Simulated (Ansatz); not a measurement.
# SnH2O + NH3: a complex and its separated parts

Aim: how far the complex at one end of a reaction step lies below its separated, relaxed parts, level by level.

Program: Ansatz 0.2.0, Gaussian basis. Level of theory: PBE0-D4/def2-TZVP structures, single points in def2-TZVPP, no counterpoise correction. These are calculated values, not measurements.

Levels: SPW92, PBE-D4, BLYP-D4, r2SCAN-D4, B97M-V, PBE0-D4, B3LYP-D4, r2SCAN0-D4, BHLYP-D4, CAM-B3LYP-D4, wB97X-V, wB97M-V, B2PLYP, PBE-QIDH, RPA on PBE, Hartree-Fock, MP2, CCSD, CCSD(T).

Cores are frozen in the correlated methods. Filled d shells of the heavier atoms are correlated. Core potentials replace the inner electrons past krypton, and spin-orbit coupling is left out. B3LYP uses VWN-RPA correlation. B2PLYP carries no dispersion term here.

51 further runs of the same task are left out: 1 that didn't finish, 50 set aside as unsound or not needed.

## Step 1: Starting geometry

The complex: 8 atoms, charge 0, spin multiplicity 1.

Atoms are counted from 1 here; the program's logs count them from 0.

Bond lengths: Sn1–N2 2.341 Å, Sn1–O3 1.842 Å, Sn1–H5 1.724 Å, Sn1–H6 1.724 Å, N2–H4 1.020 Å, N2–H7 1.014 Å, N2–H8 1.014 Å. Angles: N2–Sn1–O3 90.4°, N2–Sn1–H5 97.1°, N2–Sn1–H6 97.1°, O3–Sn1–H5 124.5°, O3–Sn1–H6 124.5°, H5–Sn1–H6 108.9°, Sn1–N2–H4 93.4°, Sn1–N2–H7 117.4°, Sn1–N2–H8 117.4°, H4–N2–H7 109.1°, H4–N2–H8 109.1°, H7–N2–H8 108.8°.

As a file:

```mol
H5NOSn
  3D, bonds by distance, orders not assigned

  8  7  0  0  0  0  0  0  0  0999 V2000
   -1.1645    0.3944    0.1597 Sn  0  0
    1.0401   -0.3487   -0.0993 N   0  0
   -1.4166    0.3266   -1.6636 O   0  0
    0.9655   -0.4081   -1.1149 H   0  0
   -0.8040    1.8297    1.0435 H   0  0
   -1.6742   -0.8284    1.2626 H   0  0
    1.2711   -1.2640    0.2705 H   0  0
    1.7825    0.2984    0.1416 H   0  0
  1  2  8  0
  1  3  8  0
  1  5  8  0
  1  6  8  0
  2  4  8  0
  2  7  8  0
  2  8  8  0
M  END
```

Its parts: SnH2O holds atoms 1, 3, 5, 6; NH3 holds atoms 2, 4, 7, 8. Each part counts its atoms afresh in its own runs.

## Step 2: Relaxing SnH2O alone

Input file relax-a/in.yaml:

```yaml
crystal:
  periodic: [false, false, false]
  atoms:
    - {symbol: Sn, position_ang: [-1.164487, 0.394365, 0.159712]}
    - {symbol: O, position_ang: [-1.416628, 0.326620, -1.663604]}
    - {symbol: H, position_ang: [-0.803961, 1.829735, 1.043484]}
    - {symbol: H, position_ang: [-1.674160, -0.828447, 1.262564]}
basis:
  gaussian: {orbitals: def2-TZVP}
hamiltonian: {xc: pbe0, dispersion: d4}
relax: {f_tol: 0.005, max_steps: 200}
```

Run with:

```sh
$ ansatz run in.yaml --threads 4 --pin off --events-out ev --progress --plain --max-ram 9574MiB
```

After this run come: Relaxing NH3 alone; SPW92/def2-TZVPP; PBE-D4/def2-TZVPP; BLYP-D4/def2-TZVPP; r2SCAN-D4/def2-TZVPP; B97M-V/def2-TZVPP; PBE0-D4/def2-TZVPP; B3LYP-D4/def2-TZVPP; r2SCAN0-D4/def2-TZVPP; BHLYP-D4/def2-TZVPP; CAM-B3LYP-D4/def2-TZVPP; wB97X-V/def2-TZVPP; wB97M-V/def2-TZVPP; B2PLYP/def2-TZVPP; PBE-QIDH/def2-TZVPP; RPA on PBE/def2-TZVPP; CCSD(T)/def2-TZVPP; Vibrations of SnH2O; Vibrations of NH3.

**Question.** What will these runs give? Wanted: complex less parts, CCSD(T)/def2-TZVPP; with zero-point energy; largest T1 diagnostic.

**Answer**, as computed:

| quantity | value |
| --- | --- |
| complex less parts, CCSD(T)/def2-TZVPP | -20.9 kcal/mol |
| with zero-point energy | -17.9 kcal/mol |
| largest T1 diagnostic | 0.029 |

In words: At CCSD(T) the complex lies 20.9 kcal/mol below its parts. PBE-D4 is the best functional here (-1.0 kcal/mol from CCSD(T)); SPW92 is the worst (-7.1 kcal/mol). B3LYP-D4 is as near within the digits shown. By rung, the mean size of the error is: LDA 7.1, GGA 1.1, meta-GGA 2.3, hybrid 3.1, range-separated hybrid 3.1, double hybrid 1.9 kcal/mol. PBE-D4 gives a relative energy 1.0 kcal/mol too low, inside chemical accuracy (1 kcal/mol). No counterpoise was applied, and triple zeta lacks some correlation, so the CCSD(T) reference has a basis error of its own, and close matches with it are partly luck. The T1 diagnostic is large here, over the usual mark for main-group molecules (transition-metal compounds often pass it harmlessly), so CCSD(T) itself may be off.
